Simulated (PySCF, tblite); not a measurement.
# C₅H₁₃FSSi: geometry, infrared bands and NMR shifts

Wanted: the infrared bands and NMR shifts of C₅H₁₃FSSi (`CSC[SiH2]C(C)(C)F`), by calculation.

The runs use tblite 0.8.0 and PySCF 2.14.0, with density-fitted response routines of our own; the level of theory stands in each step. All values are computed, except where a source is named. Atoms are numbered from 0 throughout.

## Step 1: Starting geometry

21 atoms, charge 0, multiplicity 1; geometry from: force field or distance geometry start.

Bonds of the start (Å): C0–S1 1.84, S1–C2 1.81, C2–Si3 1.86, Si3–C4 1.84, C4–C5 1.52, C4–C6 1.49, C4–F7 1.39, C0–H8 1.12, C0–H9 1.11, C0–H10 1.10, C2–H11 1.10, C2–H12 1.11, Si3–H13 1.47, Si3–H14 1.48, C5–H15 1.10, C5–H16 1.12, C5–H17 1.11, C6–H18 1.11, C6–H19 1.10, C6–H20 1.11.

## Step 2: Relaxing the molecule with GFN2-xTB

The job: settings as JSON, then the geometry in Å.

```
{"job": {"kind": "relax", "xc": "GFN2-xTB", "basis": "xTB"}, "charge": 0, "multiplicity": 1}
C      4.011100     0.368100     0.470100
S      2.383100     1.092900     0.014600
C      1.299900    -0.146700    -0.740800
Si    -0.119400    -0.614100     0.371600
C     -1.684600    -0.017900    -0.392700
C     -1.791700     1.475300    -0.104900
C     -2.924600    -0.655300     0.141900
F     -1.672200    -0.116500    -1.777900
H      3.961900    -0.041500     1.509000
H      4.248600    -0.465400    -0.228000
H      4.812700     1.116900     0.425800
H      1.912600    -1.032500    -0.956200
H      0.829200     0.233100    -1.667600
H     -0.062000    -2.067300     0.575800
H      0.057500     0.073000     1.667100
H     -2.689600     1.825500    -0.634900
H     -0.855200     1.974000    -0.458900
H     -1.919400     1.542300     0.991500
H     -3.785500    -0.322900    -0.483400
H     -2.914900    -1.758900     0.098100
H     -3.106500    -0.290500     1.179200
```

On the command line:

```bash
$ OMP_NUM_THREADS=1 python probes_run.py task.json out
```

This one command runs all jobs of the session in turn.

**Question.** This job is followed by: GFN2-xTB harmonic vibrations, gas phase; GIAO PBE0/pcSseg-1 NMR shielding, non-relativistic, gas phase. What will the session give for the following? strongest single infrared mode (GFN2-xTB); zero-point energy (GFN2-xTB); 13C shifts against TMS (PBE0/pcSseg-1, means over atoms taken as alike); 1H shifts against TMS (PBE0/pcSseg-1, means over atoms taken as alike); 33S shifts against CS2 (PBE0/pcSseg-1); 29Si shifts against TMS (PBE0/pcSseg-1); 19F shifts against CFCl3 (PBE0/pcSseg-1); surface potential, 1st and 99th percentile.

**Answer**, as computed:

```
                                                               quantity                       value
                              strongest single infrared mode (GFN2-xTB)       2244 cm⁻¹, 322 km/mol
                                           zero-point energy (GFN2-xTB)              103.8 kcal/mol
13C shifts against TMS (PBE0/pcSseg-1, means over atoms taken as alike)  93.2, 28.2, 22.5, 15.6 ppm
 1H shifts against TMS (PBE0/pcSseg-1, means over atoms taken as alike)  4.14, 2.01, 1.76, 1.52 ppm
                                 33S shifts against CS2 (PBE0/pcSseg-1)                     -61 ppm
                                29Si shifts against TMS (PBE0/pcSseg-1)                   -36.4 ppm
                               19F shifts against CFCl3 (PBE0/pcSseg-1)                  -200.4 ppm
                                  surface potential, 1st and 99th percentile          -1.12 V and 0.97 V
```

What this shows: Over 153 steps the energy fell by 0.689 eV; of the close pairs, Si3–C4 changed most, 1.841 to 1.926 Å. All 57 modes are real, so the xTB geometry is a minimum. The strongest single mode, at 2244 cm⁻¹, moves mainly H14. Unscaled tight-binding wavenumbers are off by several per cent, some by more. Its intensities can rank the bands wrongly. At PBE0/pcSseg-1: Shielding is most anisotropic at S1 (span 303 ppm, paramagnetic term -492 ppm).
